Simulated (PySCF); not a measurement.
**Bi2N2: other functionals and bases at one geometry**

One table from this session's results is given with a row withheld; the runs are named, their logs left out.

Program: PySCF 2.14.0. Level of theory: several levels, as the steps say, no spin–orbit coupling. These are calculated values, not measurements.

2 further runs of the same task are left out: 2 for a known fault of the program.

## Starting geometry

4 atoms, charge 0, spin multiplicity 1.

Bond lengths: Bi1–Bi2 3.084 Å, Bi1–N3 2.046 Å, Bi1–N4 2.248 Å, Bi2–N3 2.248 Å, Bi2–N4 2.046 Å. Angles: Bi2–Bi1–N3 46.8°, Bi2–Bi1–N4 41.5°, N3–Bi1–N4 88.3°, Bi1–Bi2–N3 41.5°, Bi1–Bi2–N4 46.8°, N3–Bi2–N4 88.3°, Bi1–N3–Bi2 91.7°, Bi1–N4–Bi2 91.7°.

As a file:

| atom | x (Å) | y (Å) | z (Å) |
| --- | --- | --- | --- |
| Bi1 | -0.0456 | 0.0000 | 1.5415 |
| Bi2 | 0.0456 | 0.0000 | -1.5415 |
| N3 | 1.4858 | 0.0000 | 0.1842 |
| N4 | -1.4858 | 0.0000 | -0.1842 |

Formal oxidation states: Bi +3. An earlier session relaxed this geometry at PBE0, Bi def2-SVP with ECP60, N def2-SVP (singlet, point group C2h).

At PBE0 on the finer grid: E = -538.402066 Eh, HOMO -5.69 eV, LUMO -3.39 eV, Mulliken charge on Bi1 +0.68 e, largest force component 0.007 eV/Å. 

Levels to run: M06-L; PBE; HF; B3LYP; PBE0, TZVP; PBE0, x2c-SVP. Hardware: 2 threads of Arm Neoverse V1, shared host.

The first run:

run.py (the lines that set the calculation) reads:

```python
mol = gto.M(atom='''
Bi    -0.04564     0.00000     1.54155
Bi     0.04564     0.00000    -1.54155
N      1.48577     0.00000     0.18420
N     -1.48577     0.00000    -0.18420''',
    basis={'Bi': 'def2-SVP', 'N': 'def2-SVP'},
    ecp={'Bi': 'def2-SVP'},
    charge=0, spin=0)
mf = dft.RKS(mol, xc='M06L')
mf.grids.atom_grid = (75, 302)
mf = mf.density_fit()  # fitting sets: Bi def2-universal-JKFIT, N def2-universal-JKFIT
mf.conv_tol = 1e-08; mf.max_cycle = 55
mf.kernel(dm0)  # dm0: the density of the relaxed state
```

Command:

```bash
OMP_NUM_THREADS=2 python run.py
```

Steps of the session up to this table: M06-L; PBE; HF; B3LYP; PBE0, TZVP; PBE0, x2c-SVP.

One of the session's tables, all rows but one given; the rest of the session is left out.

```
              level  HOMO (eV)  gap (eV)  charge on Bi1 (e)  largest force component (eV/Å)
PBE0 (relaxed here)      -5.69      2.30               0.68                            0.01
              M06-L      -4.50      0.65               0.75                            0.73
                PBE          ?         ?                  ?                               ?
                 HF      -7.69      7.04               0.89                            1.68
              B3LYP      -5.48      1.92               0.65                            0.73
         PBE0, TZVP      -5.86      2.38               0.72                            1.18
      PBE0, x2c-SVP      -5.71      2.32               0.72                            0.57
```

Estimate the missing values for PBE.

**Answer.** HOMO (eV): -4.49; gap (eV): 0.48; charge on Bi1 (e): 0.61; largest force component (eV/Å): 1.02. In the column «HOMO (eV)» it is the highest.

In one basis the HOMO–LUMO gap runs from 0.48 eV (PBE) to 7.04 eV (HF). The largest leftover force, 1.68 eV/Å with HF, stands at a geometry relaxed at another level. Total energies of different levels can't be compared.
